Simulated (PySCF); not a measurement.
**How the numerical set-up moves the result for Cd⁺**

The method stays; parts of the set-up, such as the basis or the Hamiltonian, are changed.

Method: method and basis as typed in the scripts; program: PySCF 2.14.0.

## Step 1: The atom

Cd⁺: 1 atom, charge 1, spin multiplicity 2.

## Step 2: Base script

input.py reads:

```python
from pyscf import gto, dft

mol = gto.M(
    atom='Cd 0 0 0',
    basis='def2-tzvpp',
    ecp={'Cd': 'def2-tzvpp'},
    charge=1,
    spin=1,
    verbose=4,
)
mf = dft.UKS(mol, xc='camb3lyp')
mf.kernel()
mf.mulliken_pop()
mf.dip_moment()
print('orbital energies (hartree):', [e[max(0, n-3):n+3].round(4) for e, n in zip(mf.mo_energy, mol.nelec)])
```

The run is started by

```bash
$ python input.py
```

Its log is not repeated here.

Base result: E(SCF) = -167.420504 Eh, 8 cycles, ⟨S²⟩ = 0.750.

## Step 3: Density fitting weigend

Variant 1 changes density fitting: none → weigend.

input.py reads:

```python
from pyscf import gto, dft

mol = gto.M(
    atom='Cd 0 0 0',
    basis='def2-tzvpp',
    ecp={'Cd': 'def2-tzvpp'},
    charge=1,
    spin=1,
    verbose=4,
)
mf = dft.UKS(mol, xc='camb3lyp')
mf = mf.density_fit(auxbasis='weigend')
mf.kernel()
mf.mulliken_pop()
mf.dip_moment()
print('orbital energies (hartree):', [e[max(0, n-3):n+3].round(4) for e, n in zip(mf.mo_energy, mol.nelec)])
```

The run is started by

```bash
$ python input.py
```

## Step 4: Sto-3g (core potential off)

Variant 2 changes basis set: def2-tzvpp → sto-3g; core potential: on → off. The core potential changes with it: totals don't compare.

input.py reads:

```python
from pyscf import gto, dft

mol = gto.M(
    atom='Cd 0 0 0',
    basis='sto-3g',
    charge=1,
    spin=1,
    verbose=4,
)
mf = dft.UKS(mol, xc='camb3lyp')
mf.kernel()
mf.analyze()
print('orbital energies (hartree):', [e[max(0, n-3):n+3].round(4) for e, n in zip(mf.mo_energy, mol.nelec)])
```

## Step 5: Sapporo-dkh3-dzp-2012 (core potential off, X2C on)

Variant 3 changes basis set: def2-tzvpp → sapporo-dkh3-dzp-2012; core potential: on → off; spin-free X2C: off → on. The core potential changes with it: totals don't compare.

input.py reads:

```python
from pyscf import gto, dft

mol = gto.M(
    atom='Cd 0 0 0',
    basis='sapporo-dkh3-dzp-2012',
    charge=1,
    spin=1,
    verbose=4,
)
mf = dft.UKS(mol, xc='camb3lyp')
mf = mf.sfx2c1e()
mf.kernel()
mf.analyze()
print('orbital energies (hartree):', [e[max(0, n-3):n+3].round(4) for e, n in zip(mf.mo_energy, mol.nelec)])
```

## Step 6: Core potential off

Variant 4 changes core potential: on → off. The core potential changes with it: totals don't compare.

input.py reads:

```python
from pyscf import gto, dft

mol = gto.M(
    atom='Cd 0 0 0',
    basis='def2-tzvpp',
    charge=1,
    spin=1,
    verbose=4,
)
mf = dft.UKS(mol, xc='camb3lyp')
mf.kernel()
mf.analyze()
print('orbital energies (hartree):', [e[max(0, n-3):n+3].round(4) for e, n in zip(mf.mo_energy, mol.nelec)])
```

Before running it: what results should come out? Wanted: for each run, E(SCF); from base; gap, α spin.

As calculated:

| run | E(SCF) (hartree) | from base (eV) | cycles | gap, α spin (eV) | functions |
| --- | --- | --- | --- | --- | --- |
| base | -167.420504 | 0 | 8 | 9.54 | 56 |
| density fitting weigend | -167.303699 | +3.1784 | 8 | 9.58 | 56 |
| sto-3g (core potential off) | -5413.436604 | not comparable | 4 | 9.98 | 27 |
| sapporo-dkh3-dzp-2012 (core potential off, X2C on) | -5593.731208 | not comparable | 7 | 9.96 | 49 |
| core potential off (poor choice) | -1757.852659 | not comparable | 50 | 5.93 | 56 |

The dearest run is “core potential off”, at 12 s against 2.3 s. Rows marked «poor choice» come from settings spoiled on purpose.
